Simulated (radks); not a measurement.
**Ionising silver step by step, Ag to Ag²³⁺**

One table from this session's results is given with a row withheld; the runs are named, their logs left out.

Method: non-relativistic Kohn-Sham, LB94 model potential, spin-polarised, spherical densities, point nucleus; open shells are filled with parallel spins first. Code: radks (a radial shooting solver on a logarithmic mesh, Libxc functionals) version 1.

## The atom as given

```
element             : silver (Z = 47)
charges             : 0 to 23
first configuration : [Kr] 4d10 5s1
last configuration  : [Ar] 3d6
```

Outer shells as boxes (Hund's rule):

Ag
```
[Kr] core
4d [↑↓][↑↓][↑↓][↑↓][↑↓]
5s [↑ ]
```

Ag²³⁺
```
[Ar] core
3d [↑↓][↑ ][↑ ][↑ ][↑ ]
```

LB94 adds a gradient term to the LDA potential that gives it a −1/r tail. It is a model potential with no energy functional, so Etot and Exc are not given.

Set-up of the first run:

The run's settings:

```text
Z 47
configuration [Kr] 4d10 5s1
relativity non-relativistic
functional lda,pw
model_potential LB94
spin polarised
nucleus point
```

Among the steps run: Ag, [Kr] 4d10 5s1.

One table of the session follows, with a row left open; its other results are not shown here.

It belongs to the step «Ag, [Kr] 4d10 5s1». From the orbitals of this run (lengths in bohr):

| level | <r> | outermost maximum (interpolated) | 90 % within | nodes |
| --- | --- | --- | --- | --- |
| 4s up | 0.9421 | 0.846 | 1.37 | 3 |
| 4s down | 0.9428 | 0.846 | 1.37 | 3 |
| 4p up | 1.015 | 0.886 | 1.51 | 2 |
| 4p down | 1.016 | 0.886 | 1.51 | 2 |
| 4d down | 1.388 | 1.04 | 2.24 | 1 |
| 4d up | ? | ? | ? | ? |
| 5s down | 2.989 | 2.47 | 4.48 | 4 |
| 5s up | 3.019 | 2.48 | 4.55 | 4 |

Q: Estimate the row for 4d up from the others.

The run gave: <r>: 1.376; outermost maximum (interpolated): 1.03; 90 % within: 2.22; nodes: 1. In the column «<r>» it lies between 4p down (1.016) and 4d down (1.388).

Caveats from the session: Relativity is left out here, which matters for elements this heavy. Open shells are spherical and high-spin; term and fine-structure splittings are not resolved.
